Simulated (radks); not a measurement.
**Ionisation of Si³⁺: one atom, several choices of relativity**

The task here is to estimate one member of a computed series from the others.

The numbers are computed with radks (a radial shooting solver on a logarithmic mesh, Libxc functionals) version 1 (Kohn-Sham, PBE, spin-unpolarised, spherical densities), except any that are marked as measured or tabulated.

2 further runs of the same task are left out: 2 set aside as unsound or not needed.

## The atom as given

* element: silicon (Z = 14)
* charge: +3
* electrons: 11
* configuration: [Ne] 3s1
* ion: Si⁴⁺, [Ne]
* choices: non-relativistic; scalar-relativistic; Dirac, 2j+1 shares; scalar-relativistic, finite nucleus; Dirac, 2j+1 shares, finite nucleus; Dirac, c × 2; Dirac, c × 10; Dirac, c × 1.5

Outer shells as boxes (Hund's rule):

Si³⁺
```
[Ne] core
3s [↑ ]
```

Si⁴⁺
```
[He] core
2s [↑↓]
2p [↑↓][↑↓][↑↓]
```

The first run:

Settings of this run:

```text
Z 14
configuration [Ne] 3s1
relativity non-relativistic
functional pbe,pbe
spin unpolarised
nucleus point
```

Steps of the session up to this table: non-relativistic: Si³⁺.

One table of the session follows, with a row left open; its other results are not shown here.

Sizes of the orbitals, from the radial functions (bohr):

```
level     <r>  outermost maximum (interpolated)  90 % within  nodes
   1s  0.1116                            0.0730        0.199      0
   2s  0.5679                             0.455        0.894      1
   2p       ?                                 ?            ?      ?
   3s   1.850                              1.63         2.74      2
```

Estimate the missing values for 2p.

As computed: <r>: 0.5346; outermost maximum (interpolated): 0.387; 90 % within: 0.897; nodes: 0. In the column «<r>» it lies between 1s (0.1116) and 2s (0.5679).

Caveats from the session: Runs with a scaled speed of light are not ranked. Spin polarisation and multiplet splitting of open shells are left out at every level.
